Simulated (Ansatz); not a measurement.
# Si started on an N site in zincblende AlN, 16 atoms, charge 0

Wanted: the effect of changed settings on energy, forces, pressure and convergence.

All numbers are computed with Ansatz 0.2.0 (PAW, plane waves).

## (1) Starting point

16 atoms (8 Al, 7 N, 1 Si); a = 6.191 Å, b = 6.191 Å, c = 6.191 Å, α = 60.00°, β = 60.00°, γ = 60.00°. All atoms were shaken off their sites by about 0.10 Å along each axis. Defect site 1: (0.625, 0.625, 0.625). Starting moments add up to 1 μB.

## (2) Single point with PBEsol

in.yaml

```yaml
crystal:
  lattice:
    - [0.000000, 4.377722, 4.377722]
    - [4.377722, 0.000000, 4.377722]
    - [4.377722, 4.377722, 0.000000]
  atoms:
    - { symbol: Al, position: [0.043972, 0.000373, 0.996762] }
    - { symbol: Al, position: [0.506359, 0.491214, 0.478893], spin: 0.2 }
    - { symbol: Al, position: [0.018817, 0.034613, 0.501221] }
    - { symbol: Al, position: [0.546842, 0.483009, 0.007404], spin: 0.2 }
    - { symbol: Al, position: [0.000145, 0.512102, 0.013647] }
    - { symbol: Al, position: [0.489060, 0.016391, 0.496362], spin: 0.2 }
    - { symbol: Al, position: [0.460628, 0.037630, 0.006844] }
    - { symbol: Al, position: [0.995369, 0.475056, 0.512669], spin: 0.2 }
    - { symbol: N, position: [0.147500, 0.129007, 0.107598] }
    - { symbol: N, position: [0.162187, 0.112217, 0.623531] }
    - { symbol: N, position: [0.637261, 0.641397, 0.112035] }
    - { symbol: N, position: [0.105987, 0.618401, 0.148503] }
    - { symbol: N, position: [0.605576, 0.120274, 0.636928] }
    - { symbol: N, position: [0.615660, 0.114220, 0.143761] }
    - { symbol: N, position: [0.140411, 0.596795, 0.638648] }
    - { symbol: Si, position: [0.622439, 0.609907, 0.613854], spin: 0.2 }
kpoints:
  mp_grid: { grid: [2, 2, 2], shift: [0.5, 0.5, 0.5] }
hamiltonian:
  xc: pbesol
magnetization:
  spin_polarized: true
scf:
  occupations: { method: fermi_dirac, width: 0.01 }
output:
  forces: true
  eigenvalues: true
  stress: true
  populations: true
```

Command:

```sh
> ansatz run in.yaml --threads 7 --pin off --max-ram 13300MiB --runs-dir r --events-out ev --progress --plain
```

## (3) Variant: occupations cold

Changes to in.yaml since step 2:

```diff
@@ -29,3 +29,4 @@
 scf:
-  occupations: { method: fermi_dirac, width: 0.01 }
+  occupations: { method: cold, width: 0.01 }
+  max_iter: 60
 output:
@@ -34,2 +35 @@
   stress: true
-  populations: true
```

## (4) Changed settings: charge changed by 6, density threshold 0.01 eV

Changes to in.yaml since step 3:

```diff
@@ -26,2 +26,3 @@
   xc: pbesol
+total_charge: 6
 magnetization:
@@ -29,4 +30,5 @@
 scf:
-  occupations: { method: cold, width: 0.01 }
-  max_iter: 60
+  occupations: { method: fermi_dirac, width: 0.01 }
+  max_iter: 100
+  convergence: { dr2_threshold: 1e-02 }
 output:
```

## (5) Changed settings: mixer linear, starting moment 8 μB

in.yaml

```yaml
crystal:
  lattice:
    - [0.000000, 4.377722, 4.377722]
    - [4.377722, 0.000000, 4.377722]
    - [4.377722, 4.377722, 0.000000]
  atoms:
    - { symbol: Al, position: [0.043972, 0.000373, 0.996762] }
    - { symbol: Al, position: [0.506359, 0.491214, 0.478893] }
    - { symbol: Al, position: [0.018817, 0.034613, 0.501221] }
    - { symbol: Al, position: [0.546842, 0.483009, 0.007404] }
    - { symbol: Al, position: [0.000145, 0.512102, 0.013647] }
    - { symbol: Al, position: [0.489060, 0.016391, 0.496362] }
    - { symbol: Al, position: [0.460628, 0.037630, 0.006844] }
    - { symbol: Al, position: [0.995369, 0.475056, 0.512669] }
    - { symbol: N, position: [0.147500, 0.129007, 0.107598] }
    - { symbol: N, position: [0.162187, 0.112217, 0.623531] }
    - { symbol: N, position: [0.637261, 0.641397, 0.112035] }
    - { symbol: N, position: [0.105987, 0.618401, 0.148503] }
    - { symbol: N, position: [0.605576, 0.120274, 0.636928] }
    - { symbol: N, position: [0.615660, 0.114220, 0.143761] }
    - { symbol: N, position: [0.140411, 0.596795, 0.638648] }
    - { symbol: Si, position: [0.622439, 0.609907, 0.613854] }
kpoints:
  mp_grid: { grid: [2, 2, 2], shift: [0.5, 0.5, 0.5] }
hamiltonian:
  xc: pbesol
magnetization:
  spin_polarized: true
  initial_magnetization: 8
scf:
  occupations: { method: fermi_dirac, width: 0.01 }
  max_iter: 60
  mixing: { algorithm: linear }
output:
  forces: true
  eigenvalues: true
  stress: true
```

## (6) Changed settings: accuracy high

in.yaml

```yaml
accuracy: high
crystal:
  lattice:
    - [0.000000, 4.377722, 4.377722]
    - [4.377722, 0.000000, 4.377722]
    - [4.377722, 4.377722, 0.000000]
  atoms:
    - { symbol: Al, position: [0.043972, 0.000373, 0.996762] }
    - { symbol: Al, position: [0.506359, 0.491214, 0.478893], spin: 0.2 }
    - { symbol: Al, position: [0.018817, 0.034613, 0.501221] }
    - { symbol: Al, position: [0.546842, 0.483009, 0.007404], spin: 0.2 }
    - { symbol: Al, position: [0.000145, 0.512102, 0.013647] }
    - { symbol: Al, position: [0.489060, 0.016391, 0.496362], spin: 0.2 }
    - { symbol: Al, position: [0.460628, 0.037630, 0.006844] }
    - { symbol: Al, position: [0.995369, 0.475056, 0.512669], spin: 0.2 }
    - { symbol: N, position: [0.147500, 0.129007, 0.107598] }
    - { symbol: N, position: [0.162187, 0.112217, 0.623531] }
    - { symbol: N, position: [0.637261, 0.641397, 0.112035] }
    - { symbol: N, position: [0.105987, 0.618401, 0.148503] }
    - { symbol: N, position: [0.605576, 0.120274, 0.636928] }
    - { symbol: N, position: [0.615660, 0.114220, 0.143761] }
    - { symbol: N, position: [0.140411, 0.596795, 0.638648] }
    - { symbol: Si, position: [0.622439, 0.609907, 0.613854], spin: 0.2 }
kpoints:
  mp_grid: { grid: [2, 2, 2], shift: [0.5, 0.5, 0.5] }
hamiltonian:
  xc: pbesol
magnetization:
  spin_polarized: true
scf:
  occupations: { method: fermi_dirac, width: 0.01 }
  max_iter: 90
output:
  forces: true
  eigenvalues: true
  stress: true
```

## (7) Changed settings: density cutoff ratio 3

Changes to in.yaml since step 6:

```diff
@@ -1,2 +1 @@
-accuracy: high
 crystal:
@@ -25,2 +24,3 @@
   mp_grid: { grid: [2, 2, 2], shift: [0.5, 0.5, 0.5] }
+basis: { ecutrho_ratio: 3 }
 hamiltonian:
@@ -31,3 +31,3 @@
   occupations: { method: fermi_dirac, width: 0.01 }
-  max_iter: 90
+  max_iter: 60
 output:
```

**Question.** What will these runs give? Wanted: for each run, settings; status; energy from base; forces from base.

**Answer**, as computed:

| settings | status | cycles | time | energy from base (meV/atom) | forces from base (eV/Å rms) | filled to empty level on the mesh (eV) |
| --- | --- | --- | --- | --- | --- | --- |
| base | converged | 18 | 2.7 s (7 CPU threads) | 0 | 0 | 0.11 |
| occupations cold | converged | 16 | 2.4 s (7 CPU threads) | 0.0 | 0.000 | 0.11 |
| charge changed by 6, density threshold 0.01 eV | converged, settings too loose | 46 | 14 s (7 CPU threads) | - | 1.057 | - |
| mixer linear, starting moment 8 μB | refused | - | 0.1 s (7 CPU threads) | - | - | - |
| accuracy high | converged | 18 | 2.1 s (7 CPU threads) | 0.0 | 0.000 | 0.11 |
| density cutoff ratio 3 | converged, settings too loose | 18 | 2.3 s (7 CPU threads) | 0.0 | 0.000 | 0.11 |

**Reading.** Among these variants the forces move most with charge changed by 6, density threshold 0.01 eV (1.057 eV/Å rms). 1 of 5 variants gave no result: mixer linear, starting moment 8 μB (refused).
